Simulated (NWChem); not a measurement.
# S2 (SMILES S=S) at UCAM-B3LYP/cc-pCVDZ

What is the electronic atomisation energy of S2 at UCAM-B3LYP/cc-pCVDZ? 

Program for the calculation: NWChem 7.3.0.

3 further runs of the same task are left out: 3 set aside as unsound or not needed.

### Step 1. The structure to begin with

The species is S2 (2 atoms), meant as a triplet with charge 0. As SMILES, `S=S`. Geometry: the measured bond length.

Bond lengths: S1–S2 1.889 Å.

### Step 2. A single-point energy at UCAM-B3LYP/cc-pCVDZ

Contents of s2.nw:

```
start s2
title "S2"
memory stack 880 mb heap 220 mb global 1100 mb

geometry units angstroms noautosym nocenter noautoz
 S     0.000000    0.000000    0.000000
 S     0.000000    0.000000    1.889200
end

basis "ao basis" spherical bse
 * library cc-pCVDZ
end

dft
 xc xcamb88 1.00 lyp 0.81 vwn_5 0.19 hfexch 1.00
 cam 0.33 cam_alpha 0.19 cam_beta 0.46
 mult 3
 grid fine
 convergence energy 1e-08
 direct
 maxiter 100
 mulliken
 noprint "final vectors analysis"
end

task dft energy
```

Command:

```bash
nwchem s2.nw > s2.out
```

Standard output:

```text
[...]
          Wavefunction type:  spin polarized.
          No. of atoms     :     2
          No. of electrons :    32
[...]
          Charge           :     0
          Spin multiplicity:     3
[...]
          AO basis - number of functions:    54
[...]
              XC Information
              --------------
                     Hartree-Fock (Exact) Exchange  1.000
                   CAM-Becke88 Exchange Functional  1.000
                      VWN V Correlation Functional  0.190 local
              Lee-Yang-Parr Correlation Functional  0.810
[...]
 d= 0,ls=0.0,diis     1   -796.3642057324 -8.68D+02  4.87D-03  1.86D-01     2.1
[...]
 d= 0,ls=0.0,diis     8   -796.3929205748 -1.50D-09  1.25D-07  1.71D-11    13.6
[...]
         Total DFT energy =     -796.392920574846
      One electron energy =    -1242.482410825933
           Coulomb energy =      425.781046992476
    Exchange-Corr. energy =      -51.398827408297
 Nuclear repulsion energy =       71.707270666908
[...]
      Total Density - Mulliken Population Analysis
     ---------------------------------------------
    Atom       Charge   Shell Charges
 -----------   ------   -------------------------------------------------------
    1 S   16    16.00   2.00 -0.00  2.03  0.97  0.91  6.04 -0.03  2.27  1.73  0.00  0.09
    2 S   16    16.00   2.00 -0.00  2.03  0.97  0.91  6.04 -0.03  2.27  1.73  0.00  0.09
[...]
      <S2> =      2.0077 (Exact =     2.0000)
[...]
```

It took 14 s on 1 thread of AMD EPYC 7R13 (Zen 3), shared host; peak memory 0.1 GiB.

### Step 3. The S atom

Contents of a.nw:

```
start a
memory 2200 mb
charge 0

geometry noautosym nocenter noautoz
  S     0.000000    0.000000    0.000000
end

basis spherical bse
  * library cc-pCVDZ
end

dft
  xc xcamb88 1.00 lyp 0.81 vwn_5 0.19 hfexch 1.00
  cam 0.33 cam_alpha 0.19 cam_beta 0.46
  mult 3
  grid fine
  convergence energy 1e-08
  direct
  maxiter 100
  mulliken
  noprint "final vectors analysis"
end

task dft energy
```

Run the same way, it converges to -398.12151 Eh (log not shown).

### Step 4. Summary of results

Level: UCAM-B3LYP/cc-pCVDZ.

```
                     quantity          value
       molecule: total energy  -796.39292 Eh
      molecule: dipole moment         0.00 D
               molecule: ⟨S²⟩          2.008
         S atom: total energy  -398.12151 Eh
                 S atom: ⟨S²⟩          2.002
electronic atomisation energy       4.079 eV
```

Taking the molecule apart into free atoms costs 4.08 eV (394 kJ/mol), before zero-point energy and without spin-orbit coupling.
